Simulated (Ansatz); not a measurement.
An input for Ansatz 0.2.0 (CsLiCr2Te2S3):

File input.yaml:

```yaml
crystal:
  lattice:
    - [7.28959, -2.10433, 0.01772]
    - [7.28959, 2.10433, 0.01772]
    - [-2.53315, 0.0, 7.281]
  atoms:
    - { symbol: Cs, position: [0.5, 0.5, 0.0] }
    - { symbol: Li, position: [0.0, 0.0, 0.5] }
    - { symbol: Cr, position: [0.3287, 0.3287, 0.433], spin: 3.0 }
    - { symbol: Cr, position: [0.6713, 0.6713, 0.567], spin: 3.0 }
    - { symbol: Te, position: [0.80672, 0.80672, 0.17427] }
    - { symbol: Te, position: [0.19328, 0.19328, 0.82573] }
    - { symbol: S, position: [0.16358, 0.16358, 0.39713] }
    - { symbol: S, position: [0.83642, 0.83642, 0.60287] }
    - { symbol: S, position: [0.5, 0.5, 0.5] }
hamiltonian:
  xc:
    exchange: r2scan
    correlation: r2scan
    exx: { coeff: inverse_dielectric }
  pseudopotentials: { kind: paw }
magnetization:
  spin_polarized: true
kpoints:
  mp_grid: { grid: [3, 3, 2] }
scf:
  occupations: { method: fermi_dirac, width: 0.05 }
output:
  forces: true
  stress: true
  eigenvalues: true
```

Potentials or basis: Ansatz PAW.

Launch:

```console
$ ansatz run input.yaml --threads 8 --pin off --max-ram 20480MiB --backend cpu --events-out ev --progress --plain --runs-dir out
```

Does this run start?

The run stopped without a result. It printed:

Output:

```text
Warning: output.stress: scf.convergence.dr2_threshold = 1e-7 eV (the SCF's general default) is looser than the 9e-10 eV advised for a printed stress (1e-10 eV for each atom of the cell: 9). What an SCF threshold leaves in a stress goes as its square root, and in the free energy as the threshold itself, and one threshold admits the most on a small cell: of the crystals measured, under no hybrid functional and no lock of the moments, on runs that ended without the residual-converged pass, on stresses that held no estimate of that error, the worst erred by over 100 MPa in a component at 1e-7 eV an atom and by under 5 at 1e-10. Set scf.convergence.dr2_threshold to 9e-10 eV or tighter. The threshold is an SCF's pass mark: one that does not reach it within its budget of iterations ends unconverged, or closes short of it on a stop that the run arms, and scf.convergence.dr2_threshold's page says what that costs each kind of run
Warning: output.stress: scf.exx.energy_threshold = 1e-6 eV is looser than the 9e-8 eV advised for a stress under a hybrid functional (1e-8 eV for each atom of the cell: 9). Every SCF of the exchange loop can meet its threshold on dr2 while the loop round them stops early: no threshold on dr2 bounds what that leaves in the stress. Set scf.exx.energy_threshold to 9e-8 eV or tighter. The threshold is the loop's pass mark: a loop that does not reach it within its budget of cycles ends unconverged, and scf.exx.energy_threshold's page has the law
Error: inconsistent input (hamiltonian.xc.exx): inverse_dielectric: the cell's S atoms are not all equivalent, so it may hold a defect, which takes its host's fraction: type that crystal under crystal.host (beside crystal.checkpoint the word checkpoint takes a saved host) or, if the cell holds no defect, crystal.host: (host) for its own fraction
```
